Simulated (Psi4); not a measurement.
# CHFGaN (SMILES N#[C][GaH][F]) at wB97X/cc-pVDZ

What is the vertical ionisation energy of CHFGaN at wB97X/cc-pVDZ? 

The results are computed with Psi4 1.11.

4 further runs of the same task are left out: 1 that didn't finish, 3 set aside as unsound or not needed.

### 1 Starting point

CHFGaN: 5 atoms, total charge 0, spin state singlet. SMILES: `N#[C][GaH][F]`. Geometry: relaxed at PBE0-D4/def2-TZVP.

Bond lengths: N1–C2 1.152 Å, C2–Ga3 1.931 Å, Ga3–F4 1.741 Å, Ga3–H5 1.539 Å. Angles: N1–C2–Ga3 177.5°, C2–Ga3–F4 112.3°, C2–Ga3–H5 127.5°, F4–Ga3–H5 120.2°.

### 2 Energy and forces at wB97X/cc-pVDZ

chfgan.xyz

```xyz
5
CHFGaN
N      1.214000    -1.657200     1.266000
C      0.641000    -0.864700     0.656300
Ga    -0.259700     0.519000    -0.345500
F     -1.724700    -0.053500    -1.092600
H      0.179200     1.982700    -0.525600
```

chfgan.py

```python
import psi4

psi4.set_memory('2200 MB')
psi4.set_num_threads(1)
psi4.set_output_file('run.log', False)

with open('chfgan.xyz') as f:
    atoms = ''.join(f.readlines()[2:])
molecule = psi4.geometry('0 1\n' + atoms + 'symmetry c1\nno_reorient\nno_com')

options = {'basis': 'cc-pVDZ', 'reference': 'rks', 'puream': True, 'e_convergence': 1e-09, 'd_convergence': 1e-08, 'scf_type': 'pk', 'dft_radial_points': 99, 'dft_spherical_points': 590}
psi4.set_options(options)

result, w = psi4.gradient("WB97X", return_wfn=True)
psi4.oeprop(w, "DIPOLE", "MULLIKEN_CHARGES", "QUADRUPOLE", title="WB97X")
print('gradient / Eh bohr^-1')
print(result.np.round(6))
print(f'energy = {w.energy():.10f} Eh')
for k, v in sorted(psi4.core.scalar_variables().items()):
    print(f'{k:45s} {v:18.10f}')
```

On the command line:

```
$ python chfgan.py
```

run.log:

```text
[...]
  Running in c1 symmetry.
[...]
  Nuclear repulsion =  224.030503645129642
[...]
  Multiplicity = 1
[...]
  Nalpha       = 27
  Nbeta        = 27
[...]
    Number of basis functions: 74
[...]
   @RKS iter   1: -2117.55853976339358   -4.08496e+00   1.42835e-02 ADIIS/DIIS
[...]
   @RKS iter  12: -2118.15068687905205   -6.82121e-12   5.67013e-09 DIIS
[...]
    Orbital Energies [Eh]
    ---------------------
    Doubly Occupied:
       1A   -372.491594     2A    -46.056592     3A    -40.813595
       4A    -40.809254     5A    -40.808808     6A    -24.731835
       7A    -14.429816     8A    -10.306696     9A     -5.690423
      10A     -3.982398    11A     -3.972735    12A     -3.970408
      13A     -1.275881    14A     -1.047765    15A     -1.032969
      16A     -1.031646    17A     -1.029007    18A     -1.026286
      19A     -1.020013    20A     -0.667498    21A     -0.560856
      22A     -0.522793    23A     -0.512779    24A     -0.495059
      25A     -0.465949    26A     -0.463185    27A     -0.457102
[...]
  @RKS Final Energy: -2118.15068687905205
   => Energetics <=
    Nuclear Repulsion Energy =            224.0305036451296417
    One-Electron Energy =               -3393.5517541240501487
    Two-Electron Energy =                1127.1000677078902754
    DFT Exchange-Correlation Energy =     -75.7295041080218994
    Empirical Dispersion Energy =           0.0000000000000000
    VV10 Nonlocal Energy =                  0.0000000000000000
    Total Energy =                      -2118.1506868790520457
[...]
  -Total Gradient:
     Atom            X                  Y                   Z
    ------   -----------------  -----------------  -----------------
       1       -0.010305024558     0.014634795448    -0.011086895581
       2        0.009348527705    -0.013970710866     0.010275722837
       3       -0.006782273029    -0.003441788499    -0.003211226162
       4        0.007702111594     0.002673118439     0.004032518608
       5        0.000001633627     0.000255788420    -0.000079542277
[...]
 Multipole Moments:
 ------------------------------------------------------------------------------------
     Multipole            Electronic (a.u.)      Nuclear  (a.u.)        Total (a.u.)
 ------------------------------------------------------------------------------------
 L = 1.  Multiply by 2.5417464519 to convert [e a0] to [Debye]
 Dipole X            :         20.9571561          -20.8810957            0.0760603
 Dipole Y            :         -0.3098022            1.5148045            1.2050022
 Dipole Z            :         15.2990463          -15.6274681           -0.3284218
 Magnitude           :                                                    1.2512699
 L = 2.  Multiply by 1.3450342976 to convert [e a0^2] to [Debye ang]
 Quadrupole XX       :       -176.3601522          148.8278701          -27.5322821
 Quadrupole XY       :         74.2007014          -72.8536229            1.3470785
[...]
  Mulliken Charges: (a.u.)
   Center  Symbol    Alpha    Beta     Spin     Total
       1     N     3.51661  3.51661  0.00000 -0.03323
       2     C     3.08878  3.08878  0.00000 -0.17756
       3    GA    15.18450 15.18450  0.00000  0.63100
       4     F     4.68126  4.68126  0.00000 -0.36253
       5     H     0.52884  0.52884  0.00000 -0.05769
   Total alpha = 27.00000, Total beta = 27.00000, Total charge =  0.00000
```

The script printed:

```text
gradient / Eh bohr^-1
[[-1.0305e-02  1.4635e-02 -1.1087e-02]
 [ 9.3490e-03 -1.3971e-02  1.0276e-02]
 [-6.7820e-03 -3.4420e-03 -3.2110e-03]
 [ 7.7020e-03  2.6730e-03  4.0330e-03]
 [ 2.0000e-06  2.5600e-04 -8.0000e-05]]
energy = -2118.1506868791 Eh
CURRENT ENERGY                                  -2118.1506868791
CURRENT REFERENCE ENERGY                        -2118.1506868791
DD SOLVATION ENERGY                                 0.0000000000
DFT FUNCTIONAL TOTAL ENERGY                     -2118.1506868791
DFT TOTAL ENERGY                                -2118.1506868791
DFT VV10 ENERGY                                     0.0000000000
DFT XC ENERGY                                     -75.7295041080
GRID ELECTRONS ALPHA                               26.9999991209
GRID ELECTRONS BETA                                26.9999991209
GRID ELECTRONS TOTAL                               53.9999982418
NUCLEAR REPULSION ENERGY                          224.0305036451
ONE-ELECTRON ENERGY                             -3393.5517541241
PCM POLARIZATION ENERGY                             0.0000000000
PE ENERGY                                           0.0000000000
SCF ITERATION ENERGY                            -2118.1506868791
SCF ITERATIONS                                     12.0000000000
SCF TOTAL ENERGY                                -2118.1506868791
TWO-ELECTRON ENERGY                              1127.1000677079
XC GRID RADIAL POINTS                              99.0000000000
XC GRID SPHERICAL POINTS                          590.0000000000
XC GRID TOTAL POINTS                           280175.0000000000
```

It took 2.3 min on 1 thread of Intel Xeon Platinum 8259CL at 2.50GHz (Skylake/Cascade Lake), shared host; peak memory 1 GiB.

### 3 The doublet cation at the same level

job.json

```json
{
  "schema_name": "qcschema_input",
  "schema_version": 1,
  "molecule": {
    "schema_name": "qcschema_molecule",
    "schema_version": 2,
    "symbols": ["N", "C", "Ga", "F", "H"],
    "geometry": [2.29412752, -3.13165413, 2.39239327, 1.21131445, -1.63404618, 1.24022726, -0.49076187, 0.98076786, -0.65290038, -3.25921065, -0.10110035, -2.06471476, 0.33863892, 3.74675999, -0.99324005],
    "molecular_charge": 1,
    "molecular_multiplicity": 2,
    "fix_symmetry": "c1"
  },
  "driver": "gradient",
  "model": {
    "method": "wb97x",
    "basis": "cc-pVDZ"
  },
  "keywords": {
    "reference": "uks",
    "puream": true,
    "e_convergence": 1e-09,
    "d_convergence": 1e-08,
    "scf_type": "pk",
    "dft_radial_points": 99,
    "dft_spherical_points": 590,
    "maxiter": 100
  }
}
```

On the command line:

```
$ psi4 --qcschema job.json -n 1 --memory 2200MB
```

stdout:

```text
[...]
  Running in c1 symmetry.
[...]
  Nuclear repulsion =  224.030503629408230
[...]
  Multiplicity = 2
[...]
  Nalpha       = 27
  Nbeta        = 26
[...]
    Number of basis functions: 74
[...]
   @UKS iter   1: -2117.10068875362731   -3.62711e+00   1.41354e-02 DIIS/ADIIS
[...]
   @UKS iter  43: -2117.67532912323486   -6.82121e-12   9.28092e-09 DIIS
[...]
   @S^2 Observed:                7.652891177E-01
[...]
    Orbital Energies [Eh]
    ---------------------
    Alpha Occupied:
       1A   -372.744343     2A    -46.308755     3A    -41.065105
       4A    -41.062168     5A    -41.061160     6A    -24.983848
       7A    -14.762101     8A    -10.624910     9A     -5.941818
      10A     -4.231343    11A     -4.225551    12A     -4.222604
      13A     -1.520570    14A     -1.357160    15A     -1.286327
      16A     -1.281304    17A     -1.279987    18A     -1.278802
      19A     -1.271117    20A     -0.943678    21A     -0.836540
      22A     -0.791491    23A     -0.771792    24A     -0.760719
      25A     -0.752371    26A     -0.743819    27A     -0.721209
    Alpha Virtual:
[...]
  @UKS Final Energy: -2117.67532912323486
   => Energetics <=
    Nuclear Repulsion Energy =            224.0305036294082299
    One-Electron Energy =               -3379.4433814289395741
    Two-Electron Energy =                1113.2563919244623776
    DFT Exchange-Correlation Energy =     -75.5188432481658651
    Empirical Dispersion Energy =           0.0000000000000000
    VV10 Nonlocal Energy =                  0.0000000000000000
    Total Energy =                      -2117.6753291232348602
[...]
 Multipole Moments:
 ------------------------------------------------------------------------------------
     Multipole            Electronic (a.u.)      Nuclear  (a.u.)        Total (a.u.)
 ------------------------------------------------------------------------------------
 L = 1.  Multiply by 2.5417464519 to convert [e a0] to [Debye]
 Dipole X            :         -0.9700901            2.0203330            1.0502430
 Dipole Y            :          1.6988013           -1.3013557            0.3974457
 Dipole Z            :         -1.1439791            1.6835789            0.5395998
 Magnitude           :                                                    1.2458496
[...]
  -Total Gradient:
     Atom            X                  Y                   Z
    ------   -----------------  -----------------  -----------------
       1       -0.016049681331     0.021396163190    -0.016830257674
       2        0.005207951355    -0.001859869891     0.003873162143
       3        0.020240003498    -0.018897231405     0.018697854806
       4       -0.002583041117     0.005276896949    -0.003282246604
       5       -0.006675824563    -0.005958495678    -0.002357155845
[...]
```

The result, in JSON:

```text
{
 "driver": "gradient",
 "model": {
  "method": "wb97x",
  "basis": "cc-pVDZ"
 },
 "success": true,
 "return_result": [-0.016049681331143373, 0.021396163189793926, -0.016830257674202265, 0.005207951355010121, -0.0018598698914017442, 0.003873162142574438, 0.020240003498154836, -0.01889723140464108, 0.018697854805724272, -0.002583041116590204, 0.005276896949245734, -0.0032822466037015705, -0.006675824563310218, -0.005958495677963277, -0.0023571558448863186],
 "properties": {
  "calcinfo_nbasis": 74,
  "calcinfo_nmo": 74,
  "calcinfo_nalpha": 27,
  "calcinfo_nbeta": 26,
  "calcinfo_natom": 5,
  "nuclear_repulsion_energy": 224.03050362940823,
  "return_energy": -2117.675329123235,
  "return_gradient": [-0.016049681331143373, 0.021396163189793926, -0.016830257674202265, 0.005207951355010121, -0.0018598698914017442, 0.003873162142574438, 0.020240003498154836, -0.01889723140464108, 0.018697854805724272, -0.002583041116590204, 0.005276896949245734, -0.0032822466037015705, -0.006675824563310218, -0.005958495677963277, -0.0023571558448863186],
  "scf_one_electron_energy": -3379.4433814289396,
  "scf_two_electron_energy": 1113.2563919244624,
  "scf_xc_energy": -75.51884324816587,
  "scf_dipole_moment": [1.0502429557204374, 0.39744567278536347, 0.5395997792421148],
  "scf_total_energy": -2117.675329123235,
  "scf_total_gradient": [-0.016049681331143373, 0.021396163189793926, -0.016830257674202265, 0.005207951355010121, -0.0018598698914017442, 0.003873162142574438, 0.020240003498154836, -0.01889723140464108, 0.018697854805724272, -0.002583041116590204, 0.005276896949245734, -0.0032822466037015705, -0.006675824563310218, -0.005958495677963277, -0.0023571558448863186],
  "scf_iterations": 43
 }
}
```

Wall time 3 min (1 thread of Intel Xeon Platinum 8259CL at 2.50GHz (Skylake/Cascade Lake), shared host); peak memory 1 GiB.

### 4 Outcome

Level: wB97X/cc-pVDZ.

```
                                          quantity           value
                      singlet CHFGaN: total energy  -2118.15069 Eh
                     singlet CHFGaN: dipole moment          3.18 D
                       singlet CHFGaN: HOMO energy       -12.44 eV
                       singlet CHFGaN: LUMO energy        -0.43 eV
                     singlet CHFGaN: HOMO–LUMO gap        12.01 eV
          singlet CHFGaN: largest force on an atom      1.083 eV/Å
                      doublet cation: total energy  -2117.67533 Eh
doublet cation: HOMO energy (highest over α and β)       -18.39 eV
 doublet cation: LUMO energy (lowest over α and β)       -13.30 eV
                              doublet cation: ⟨S²⟩           0.765
          doublet cation: largest force on an atom      1.718 eV/Å
vertical ionisation energy (to the doublet cation)       12.935 eV
```

**Reading.** Removing an electron at fixed nuclei costs 12.94 eV (1248 kJ/mol). The largest force (singlet CHFGaN) is 1.08 eV/Å: the shape isn't a stationary point for this species at this level. The negative HOMO energy of the first species, 12.44 eV, lies 0.50 eV below that difference.
